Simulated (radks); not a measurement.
**The Coulomb parameter U of the 4f shell of Er⁺**

An exercise on one series of results from a longer session: the logs are not shown, and one member is left open.

The numbers are computed with radks (a radial shooting solver on a logarithmic mesh, Libxc functionals) version 1 (Dirac Kohn-Sham, LDA (Slater exchange, Perdew-Wang correlation), spin-unpolarised, spherical densities, finite nucleus; open shells are shared between the two j in proportion to 2j + 1), except any that are marked as measured or tabulated.

### What is computed

| Property | Result |
| --- | --- |
| element | erbium (Z = 68) |
| charge | +1 |
| electrons | 67 |
| configuration | [Xe] 4f12 6s1 |
| nuclear rms radius | 5.2516 fm |

Outer shells as boxes (Hund's rule):

Er⁺
```
[Xe] core
4f [↑↓][↑↓][↑↓][↑↓][↑↓][↑ ][↑ ]
6s [↑ ]
```

Set-up of the first run:

Input:

```text
Z 68
configuration [Xe] 4f12 6s1
relativity Dirac
functional lda,pw
spin unpolarised
j_filling average
nucleus finite rms 5.2516 fm
c 137.035999084
```

Among the steps run: Start: [Xe] 4f12 6s1.

One of the session's tables, all rows but one given; the rest of the session is left out.

It belongs to the step «Start: [Xe] 4f12 6s1». Sizes of the orbitals, from the radial functions (bohr):

| level | <r> | outermost maximum (interpolated) | 90 % within | nodes |
| --- | --- | --- | --- | --- |
| 4d3/2 | ? | ? | ? | ? |
| 4d5/2 | 0.5889 | 0.516 | 0.887 | 1 |
| 5s1/2 | 1.253 | 1.11 | 1.82 | 4 |
| 5p1/2 | 1.417 | 1.21 | 2.09 | 3 |
| 5p3/2 | 1.531 | 1.30 | 2.27 | 3 |
| 4f5/2 | 0.8154 | 0.506 | 1.43 | 0 |
| 4f7/2 | 0.8369 | 0.511 | 1.48 | 0 |
| 6s1/2 | 3.584 | 3.12 | 5.22 | 5 |

Estimate the missing values for 4d3/2.

**Answer.** <r>: 0.5776; outermost maximum (interpolated): 0.507; 90 % within: 0.870; nodes: 1. In the column «<r>» it is the lowest.
